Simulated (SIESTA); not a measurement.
# InSe2 (P4/nmm) in SIESTA: notebook, part 2 of 2

SIESTA 5.4.2.

## 3. Band structure, PBEsol, non-collinear spin, zero start, spin-orbit coupling

InSe2.fdf

```
SystemName                      InSe2
SystemLabel                     InSe2
NumberOfSpecies                 2
NumberOfAtoms                   6
%block ChemicalSpeciesLabel
  1  49 In
  2  34 Se
%endblock ChemicalSpeciesLabel

LatticeConstant                 1.0 Ang
%block LatticeVectors
     3.8948930000     0.0000000000     0.0000000000
     0.0000000000     3.8948930000     0.0000000000
     0.0000000000     0.0000000000     9.6262310000
%endblock LatticeVectors
AtomicCoordinatesFormat         Fractional
%block AtomicCoordinatesAndAtomicSpecies
     0.5000000000     0.0000000000     0.2935320000  1  In
     0.0000000000     0.5000000000     0.7064680000  1  In
     0.5000000000     0.5000000000     0.0000000000  2  Se
     0.0000000000     0.0000000000     0.0000000000  2  Se
     0.5000000000     0.0000000000     0.6337880000  2  Se
     0.0000000000     0.5000000000     0.3662120000  2  Se
%endblock AtomicCoordinatesAndAtomicSpecies

%block kgrid.MonkhorstPack
    5   0   0  0.0
    0   5   0  0.0
    0   0   2  0.0
%endblock kgrid.MonkhorstPack
XC.Functional                   GGA
XC.Authors                      PBEsol
PAO.BasisSize                   DZP
PAO.EnergyShift                 0.003 Ry
Mesh.Cutoff                     500 Ry
Spin                            spin-orbit
%block DM.InitSpin
    1   0.000     0.00     0.00
    2   0.000     0.00     0.00
    3   0.000     0.00     0.00
    4   0.000     0.00     0.00
    5   0.000     0.00     0.00
    6   0.000     0.00     0.00
%endblock DM.InitSpin
WriteOrbMom                     true
OccupationFunction              FD
ElectronicTemperature           0.05 eV
MaxSCFIterations                120
SCF.MustConverge                false
SCF.Mixer.Method                Pulay
SCF.Mixer.Weight                0.25
SCF.Mixer.History               8
SCF.DM.Tolerance                5.0e-05
SCF.H.Tolerance                 1.0e-03 eV
WriteForces                     true
Charge.Mulliken                 end
BandLinesScale                  ReciprocalLatticeVectors
%block BandLines
    1    0.000000   0.000000   0.000000  \Gamma
   10    0.000000   0.500000   0.000000  X
   10    0.500000   0.500000   0.000000  M
   14    0.000000   0.000000   0.000000  \Gamma
    4    0.000000   0.000000   0.500000  Z
   10    0.000000   0.500000   0.500000  R
   10    0.500000   0.500000   0.500000  A
   14    0.000000   0.000000   0.500000  Z
    1    0.000000   0.500000   0.000000  X
    4    0.000000   0.500000   0.500000  R
    1    0.500000   0.500000   0.000000  M
    4    0.500000   0.500000   0.500000  A
%endblock BandLines
%block PAO.Basis
  In 4
  n=5 0 2
    6.955 0.000
  n=5 1 2
    9.500 0.000
  n=4 2 2
    4.114 0.000
  n=5 2 1
    9.500
  Se 4
  n=4 0 2
    5.139 0.000
  n=4 1 2
    6.708 0.000
  n=3 2 2
    2.662 0.000
  n=4 2 1
    6.708
%endblock PAO.Basis
```

Potentials or basis: PseudoDojo 0.4 standard (PBEsol files, fully relativistic), DZP (energy shift 0.003 Ry; two zetas on semicore shells).

Launch:

```sh
siesta InSe2.fdf > InSe2.out 2>&1
```

InSe2.out:

```text
Version         : 5.4.2

[... 6 lines left out ...]
 NOTE: Please see the manual for full details and compatibility measures.

reinit: Reading from file InSe2.fdf

reinit: -----------------------------------------------------------------------
reinit: System Name: InSe2
reinit: -----------------------------------------------------------------------
reinit: System Label: InSe2
reinit: -----------------------------------------------------------------------

NOTE on units for spin output:
{S} is the spin magnetic moment, in units of the Bohr magneton,
assuming a g-factor for the electron spin of exactly 2.
The spin magnetic moment is then numerically equal to the charge inbalance,
in units of electrons, between the spin-up and -down channels.

initatom: Reading input for the pseudopotentials and atomic orbitals ----------
Species number:   1 Atomic number:   49 Label: In
Species number:   2 Atomic number:   34 Label: Se

Ground state valence configuration (from tables):   5s02  5p01  5d00  4f00
Ground state valence configuration (from tables):   4s02  4p04  4d00  4f00

---- Processing specs for species: In
Reading pseudopotential information in PSML from:
  In.psml
PSML file version: 1.1
Using libxc ids:  116 133
GGA--PBEsol XC_GGA_X_PBE_SOL--XC_GGA_C_PBE_SOL ps
Semicore shell(s) with 10 electrons included in the valence for In

---- Processing specs for species: Se
Reading pseudopotential information in PSML from:
  Se.psml
PSML file version: 1.1
Using libxc ids:  116 133
GGA--PBEsol XC_GGA_X_PBE_SOL--XC_GGA_C_PBE_SOL ps
Semicore shell(s) with 10 electrons included in the valence for Se

---- Pseudopotential check for In

Pseudopotential generated from a fully relativistic atomic calculation
There are spin-orbit semi-local pseudopotentials available

Pseudized shells:
5s( 2.00) rc: 2.10
5p( 1.00) rc: 2.35
4d(10.00) rc: 1.85
Valence configuration for ps generation: 4d:5s:5p: Total charge:  13.000000
Semicore shell(s): 4d
[... 873 lines left out ...]
Species: In

Atom      Orb        Charge      Spin       Svec
    1  1 5s         1.39044   0.00000      0.000  -0.000   0.000
    1  2 5s         0.02027   0.00000     -0.000   0.000  -0.000
    1  3 5py        0.04823   0.00000     -0.000   0.000   0.000
    1  4 5pz       -0.04360   0.00000     -0.000  -0.000  -0.000
    1  5 5px        0.04823   0.00000      0.000  -0.000   0.000
    1  6 5py        0.28039   0.00000      0.000   0.000  -0.000
    1  7 5pz        0.25042   0.00000      0.000   0.000   0.000
    1  8 5px        0.28039   0.00000     -0.000   0.000  -0.000
    1  9 4dxy       1.93247   0.00000     -0.000   0.000   0.000
    1 10 4dyz       1.92651   0.00000     -0.000   0.000  -0.000
    1 11 4dz2       1.91823   0.00000     -0.000  -0.000   0.000
    1 12 4dxz       1.92651   0.00000      0.000   0.000   0.000
    1 13 4dx2-y2    1.93008   0.00000     -0.000  -0.000  -0.000
    1 14 4dxy       0.07744   0.00000      0.000   0.000  -0.000
    1 15 4dyz       0.07418   0.00000      0.000  -0.000   0.000
    1 16 4dz2       0.08021   0.00000      0.000   0.000  -0.000
    1 17 4dxz       0.07418   0.00000     -0.000  -0.000  -0.000
[... 20 lines left out ...]
    2 13 4dx2-y2    1.93008   0.00000      0.000   0.000   0.000
    2 14 4dxy       0.07744   0.00000      0.000   0.000  -0.000
    2 15 4dyz       0.07418   0.00000     -0.000  -0.000   0.000
    2 16 4dz2       0.08021   0.00000      0.000   0.000  -0.000
    2 17 4dxz       0.07418   0.00000      0.000  -0.000   0.000
    2 18 4dx2-y2    0.06591   0.00000     -0.000  -0.000  -0.000
    2 19 5dxy       0.02873   0.00000      0.000   0.000   0.000
    2 20 5dyz       0.11833   0.00000     -0.000  -0.000  -0.000
    2 21 5dz2       0.01183   0.00000      0.000   0.000  -0.000
    2 22 5dxz       0.11833   0.00000     -0.000   0.000   0.000
    2 23 5dx2-y2    0.06780   0.00000     -0.000  -0.000  -0.000
    2     Total    12.62552   0.00000     -0.000   0.000  -0.000

Total              25.25104   0.00000     -0.000   0.000  -0.000

Species: Se

Atom      Orb        Charge      Spin       Svec
    3  1 4s         1.85381   0.00000      0.000  -0.000   0.000
    3  2 4s         0.04884   0.00000     -0.000   0.000  -0.000
    3  3 4py        1.24377   0.00000      0.000   0.000  -0.000
    3  4 4pz        1.61784   0.00000     -0.000   0.000  -0.000
    3  5 4px        1.24377   0.00000     -0.000  -0.000   0.000
    3  6 4py       -0.04982   0.00000     -0.000  -0.000   0.000
    3  7 4pz       -0.03256   0.00000      0.000  -0.000   0.000
    3  8 4px       -0.04982   0.00000      0.000   0.000  -0.000
    3  9 3dxy       2.00010   0.00000      0.000  -0.000   0.000
    3 10 3dyz       1.99798   0.00000      0.000  -0.000   0.000
    3 11 3dz2       1.99603   0.00000      0.000  -0.000  -0.000
    3 12 3dxz       1.99798   0.00000     -0.000   0.000  -0.000
    3 13 3dx2-y2    2.00198   0.00000     -0.000   0.000  -0.000
    3 14 3dxy       0.00435   0.00000     -0.000  -0.000  -0.000
    3 15 3dyz       0.00517   0.00000     -0.000   0.000  -0.000
    3 16 3dz2       0.00712   0.00000      0.000   0.000  -0.000
    3 17 3dxz       0.00517   0.00000     -0.000  -0.000   0.000
[... 70 lines left out ...]
    6 13 3dx2-y2    2.00039   0.00000     -0.000  -0.000   0.000
    6 14 3dxy       0.00224   0.00000     -0.000  -0.000   0.000
    6 15 3dyz       0.00375   0.00000     -0.000   0.000   0.000
    6 16 3dz2       0.00417   0.00000     -0.000  -0.000  -0.000
    6 17 3dxz       0.00375   0.00000      0.000   0.000  -0.000
    6 18 3dx2-y2    0.00160   0.00000     -0.000   0.000  -0.000
    6 19 4dxy       0.05905   0.00000      0.000  -0.000  -0.000
    6 20 4dyz       0.02742   0.00000      0.000  -0.000   0.000
    6 21 4dz2       0.02234   0.00000      0.000   0.000  -0.000
    6 22 4dxz       0.02742   0.00000      0.000   0.000  -0.000
    6 23 4dx2-y2    0.02529   0.00000     -0.000  -0.000   0.000
    6     Total    16.19722   0.00000      0.000  -0.000   0.000

Total              90.00000   0.00000      0.000  -0.000   0.000

Mulliken Atomic Populations:
Atom #   charge [q] valence [e]           S      Sx [e]      Sy [e]      Sz [e]  Species
     1     0.374483   12.625517    0.000000    0.000000   -0.000000   -0.000000  In
     2     0.374481   12.625519    0.000000   -0.000000    0.000000   -0.000000  In
     3    -0.177265   16.177265    0.000000    0.000000    0.000000   -0.000000  Se
     4    -0.177265   16.177265    0.000000    0.000000   -0.000000    0.000000  Se
     5    -0.197217   16.197217    0.000000   -0.000000    0.000000    0.000000  Se
     6    -0.197216   16.197216    0.000000    0.000000   -0.000000    0.000000  Se
 Total    -0.000000                0.000000    0.000000   -0.000000   -0.000000

Job completed
```

Run time: 4.6 min. Hardware: 1 thread of Arm Neoverse V2, shared host; peak memory 0.67 GiB.

Results:

```yaml
Free_energy: -16784.7713 eV
Pressure: -1.9 GPa
Largest_force: 0.167 eV/Å
Band_gap_on_the_k_mesh: none (metal or under the smearing width)
Net_moment: 0.00 μB per cell
```

Forces on the atoms (eV/Å):
```
In   0.000  0.000 -0.118
In   0.000  0.000  0.118
Se   0.000  0.000  0.000
Se   0.000  0.000  0.000
Se   0.000  0.000 -0.167
Se   0.000  0.000  0.167
```

Stress tensor (GPa, compression positive):
```
-1.11  0.00  0.00
 0.00 -1.11  0.00
 0.00  0.00 -3.58
```

Levels at the corners of the path, in eV from the Fermi level:
```
point  band 90  band 91  band 92  band 93  band 94  band 95
    Γ     0.14     0.52     0.52     2.45     2.45     2.87
    X    -1.08    -1.08    -1.08     1.62     1.62     1.62
    M    -1.13    -1.13    -1.13     2.74     2.74     2.74
    Γ     0.14     0.52     0.52     2.45     2.45     2.87
    Z     0.14     0.56     0.56     2.01     2.01     2.46
    R    -0.95    -0.95    -0.95     1.08     1.08     1.08
    A    -1.49    -1.49    -1.49     3.48     3.48     3.48
    Z     0.14     0.56     0.56     2.01     2.01     2.46
    X    -1.08    -1.08    -1.08     1.62     1.62     1.62
    R    -0.95    -0.95    -0.95     1.08     1.08     1.08
    M    -1.13    -1.13    -1.13     2.74     2.74     2.74
    A    -1.49    -1.49    -1.49     3.48     3.48     3.48
```

Moments on the atoms (μB; x, y, z):
```
In  0.00 0.00 0.00
In  0.00 0.00 0.00
Se  0.00 0.00 0.00
Se  0.00 0.00 0.00
Se  0.00 0.00 0.00
Se  0.00 0.00 0.00
```

Caveat: the basis of atomic orbitals isn't converged, which shifts pressures, moduli and gaps.

## 4. Band structure, PBEsol

InSe2.fdf: that of step 3 with these lines changed.

```diff
@@ -26,5 +26,5 @@
 %block kgrid.MonkhorstPack
-    5   0   0  0.0
-    0   5   0  0.0
-    0   0   2  0.0
+    7   0   0  0.0
+    0   7   0  0.0
+    0   0   3  0.0
 %endblock kgrid.MonkhorstPack
@@ -35,12 +35,2 @@
 Mesh.Cutoff                     500 Ry
-Spin                            spin-orbit
-%block DM.InitSpin
-    1   0.000     0.00     0.00
-    2   0.000     0.00     0.00
-    3   0.000     0.00     0.00
-    4   0.000     0.00     0.00
-    5   0.000     0.00     0.00
-    6   0.000     0.00     0.00
-%endblock DM.InitSpin
-WriteOrbMom                     true
 OccupationFunction              FD
@@ -83,3 +73,3 @@
   n=4 0 2
-    5.139 0.000
+    5.129 0.000
   n=4 1 2
```

Potentials or basis: PseudoDojo 0.4 standard (PBEsol files), DZP (energy shift 0.003 Ry; two zetas on semicore shells).

Launch:

```sh
siesta InSe2.fdf > InSe2.out 2>&1
```

InSe2.out:

```text
Version         : 5.4.2

[... 6 lines left out ...]
 NOTE: Please see the manual for full details and compatibility measures.

reinit: Reading from file InSe2.fdf

reinit: -----------------------------------------------------------------------
reinit: System Name: InSe2
reinit: -----------------------------------------------------------------------
reinit: System Label: InSe2
reinit: -----------------------------------------------------------------------

initatom: Reading input for the pseudopotentials and atomic orbitals ----------
Species number:   1 Atomic number:   49 Label: In
Species number:   2 Atomic number:   34 Label: Se

Ground state valence configuration (from tables):   5s02  5p01  5d00  4f00
Ground state valence configuration (from tables):   4s02  4p04  4d00  4f00

---- Processing specs for species: In
Reading pseudopotential information in PSML from:
  In.psml
PSML file version: 1.1
Using libxc ids:  116 133
GGA--PBEsol XC_GGA_X_PBE_SOL--XC_GGA_C_PBE_SOL ps
Semicore shell(s) with 10 electrons included in the valence for In

---- Processing specs for species: Se
Reading pseudopotential information in PSML from:
  Se.psml
PSML file version: 1.1
Using libxc ids:  116 133
GGA--PBEsol XC_GGA_X_PBE_SOL--XC_GGA_C_PBE_SOL ps
Semicore shell(s) with 10 electrons included in the valence for Se

---- Pseudopotential check for In

Pseudized shells:
5s( 2.00) rc: 2.10
5p( 1.00) rc: 2.35
4d(10.00) rc: 1.85
Valence configuration for ps generation: 4d:5s:5p: Total charge:  13.000000
Semicore shell(s): 4d

---- Pseudopotential check for Se

Pseudized shells:
[... 650 lines left out ...]
siesta:     0.007503    0.000000   -0.000000
siesta:     0.000000    0.007503    0.000000
siesta:    -0.000000    0.000000    0.017891

siesta: Cell volume =        146.031768 Ang**3

siesta: Pressure (static):
siesta:                Solid            Molecule  Units
siesta:          -0.00011943         -0.00012310  Ry/Bohr**3
siesta:          -0.01096577         -0.01130214  eV/Ang**3
siesta:         -17.56910822        -18.10802866  kBar

Basis Enthalpy Calculation:
    Basis Pressure for species 1(In) :      0.2000000 GPa
    Basis Pressure for species 2(Se) :      0.2000000 GPa

    Orbital volume contribution        =           6.680629 eV
    (Free)E + p_basis*V_orbitals       =      -16782.282413 eV
    (Free)Eharris+ p_basis*V_orbitals  =      -16782.282412 eV

mulliken: Atomic and Orbital Populations:

Species: In
Atom  Qatom  Qorb
               5s      5s      5py     5pz     5px     5py     5pz     5px
               4dxy    4dyz    4dz2    4dxz    4dx2-y2 4dxy    4dyz    4dz2
               4dxz    4dx2-y2 5dxy    5dyz    5dz2    5dxz    5dx2-y2
   1 12.632   1.402   0.019   0.038  -0.039   0.038   0.290   0.243   0.290
              1.934   1.929   1.920   1.929   1.932   0.076   0.072   0.078

              0.072   0.064   0.030   0.118   0.009   0.118   0.069
   2 12.632   1.402   0.019   0.038  -0.039   0.038   0.290   0.243   0.290
              1.934   1.929   1.920   1.929   1.932   0.076   0.072   0.078

              0.072   0.064   0.030   0.118   0.009   0.118   0.069

Species: Se
Atom  Qatom  Qorb
               4s      4s      4py     4pz     4px     4py     4pz     4px
               3dxy    3dyz    3dz2    3dxz    3dx2-y2 3dxy    3dyz    3dz2
               3dxz    3dx2-y2 4dxy    4dyz    4dz2    4dxz    4dx2-y2
   3 16.173   1.853   0.049   1.255   1.612   1.255  -0.059  -0.030  -0.059
              2.001   1.999   1.997   1.999   2.003   0.003   0.004   0.006

              0.004   0.001   0.073   0.058   0.044   0.058   0.047
   4 16.173   1.853   0.049   1.255   1.612   1.255  -0.059  -0.030  -0.059
              2.001   1.999   1.997   1.999   2.003   0.003   0.004   0.006
[... 5 lines left out ...]
              0.003   0.001   0.059   0.027   0.022   0.027   0.025
   6 16.196   1.805   0.058   1.275   1.488   1.275   0.056   0.010   0.056
              2.002   1.999   1.999   1.999   2.001   0.002   0.003   0.004

              0.003   0.001   0.059   0.027   0.022   0.027   0.025

mulliken: Qtot =       90.000

Mulliken Atomic Populations:
Atom #   charge [q] valence [e]  Species
     1     0.368499   12.631501  In
     2     0.368499   12.631501  In
     3    -0.172572   16.172572  Se
     4    -0.172572   16.172572  Se
     5    -0.195927   16.195927  Se
     6    -0.195927   16.195927  Se
 Total     0.000000

Job completed
```

Run time: 1.8 min. Hardware: 1 thread of Arm Neoverse V2, shared host; peak memory 0.47 GiB.

What came out:

- Free energy: -16788.9630 eV
- Pressure: -1.8 GPa
- Largest force: 0.037 eV/Å
- Band gap on the k mesh: none (metal or under the smearing width)

Forces in eV/Å, atoms in the order of the input:
```
In   0.000  0.000 -0.037
In   0.000  0.000  0.037
Se   0.000  0.000  0.000
Se   0.000  0.000  0.000
Se   0.000  0.000  0.000
Se   0.000  0.000  0.000
```

Levels at the corners of the path, in eV from the Fermi level:
| point | band 42 | band 43 | band 44 | band 45 | band 46 | band 47 | band 48 | band 49 | band 50 | band 51 |
| --- | --- | --- | --- | --- | --- | --- | --- | --- | --- | --- |
| Γ | -1.96 | -1.59 | -1.59 | 0.28 | 0.74 | 2.80 | 2.80 | 3.52 | 4.61 | 5.27 |
| X | -1.88 | -1.28 | -1.28 | -0.87 | -0.87 | 1.82 | 1.82 | 3.28 | 3.28 | 4.50 |
| M | -3.46 | -1.46 | -1.46 | -0.91 | -0.91 | 2.96 | 2.96 | 4.29 | 4.29 | 4.37 |
| Γ | -1.96 | -1.59 | -1.59 | 0.28 | 0.74 | 2.80 | 2.80 | 3.52 | 4.61 | 5.27 |
| Z | -1.54 | -1.54 | -1.09 | 0.28 | 0.79 | 2.23 | 2.80 | 2.80 | 3.88 | 5.42 |
| R | -1.67 | -0.88 | -0.88 | -0.85 | -0.85 | 1.29 | 1.29 | 3.60 | 3.60 | 4.53 |
| A | -3.31 | -1.70 | -1.70 | -1.28 | -1.28 | 3.71 | 3.71 | 4.36 | 4.36 | 5.43 |
| Z | -1.54 | -1.54 | -1.09 | 0.28 | 0.79 | 2.23 | 2.80 | 2.80 | 3.88 | 5.42 |
| X | -1.88 | -1.28 | -1.28 | -0.87 | -0.87 | 1.82 | 1.82 | 3.28 | 3.28 | 4.50 |
| R | -1.67 | -0.88 | -0.88 | -0.85 | -0.85 | 1.29 | 1.29 | 3.60 | 3.60 | 4.53 |
| M | -3.46 | -1.46 | -1.46 | -0.91 | -0.91 | 2.96 | 2.96 | 4.29 | 4.29 | 4.37 |
| A | -3.31 | -1.70 | -1.70 | -1.28 | -1.28 | 3.71 | 3.71 | 4.36 | 4.36 | 5.43 |

Caveat: spin-orbit coupling is left out, which moves the levels of the heavy elements; the basis of atomic orbitals isn't converged, which shifts pressures, moduli and gaps.

## 5. The reference run

An earlier run on the cell as given: functional PBEsol; potentials or basis PseudoDojo 0.4 standard (PBEsol files); basis DZP (energy shift 0.003 Ry; two zetas on semicore shells); grid cutoff 500 Ry; energy shift 0.003 Ry; k mesh 7 × 7 × 3; occupations fermi-dirac, width 0.05 eV; no spin polarisation.

- Pressure: -1.8 GPa
- Largest force: 0.037 eV/Å
- Band gap on the k mesh: none (metal or under the smearing width)

## 6. Overview

```csv
task,potentials or basis,spin,k mesh,gap on the mesh (eV),pressure (GPa),largest force (eV/Å)
band structure,"PseudoDojo 0.4 standard (PBEsol files), DZP (energy shift 0.003 Ry; two zetas on semicore shells)",off,5 × 5 × 2,none,-2.0,0.17
band structure,"PseudoDojo 0.4 standard (PBEsol files, fully relativistic), DZP (energy shift 0.003 Ry; two zetas on semicore shells)","non-collinear, zero start, SOC",5 × 5 × 2,none,-1.9,0.17
band structure,"PseudoDojo 0.4 standard (PBEsol files), DZP (energy shift 0.003 Ry; two zetas on semicore shells)",off,7 × 7 × 3,none,-1.8,0.04
single point,"PseudoDojo 0.4 standard (PBEsol files), DZP (energy shift 0.003 Ry; two zetas on semicore shells)",off,7 × 7 × 3,none,-1.8,0.04
```

Alike in all rows: level PBEsol; cell as given; smearing fermi-dirac 0.05 eV; grid cutoff 500 Ry; energy shift 0.003 Ry.

Caveats: the basis of atomic orbitals isn't converged, which shifts pressures, moduli and gaps; spin-orbit coupling is left out, which moves the levels of the heavy elements (some runs).

Total energies depend on the potentials used, so only differences within one code and one set of settings carry meaning.
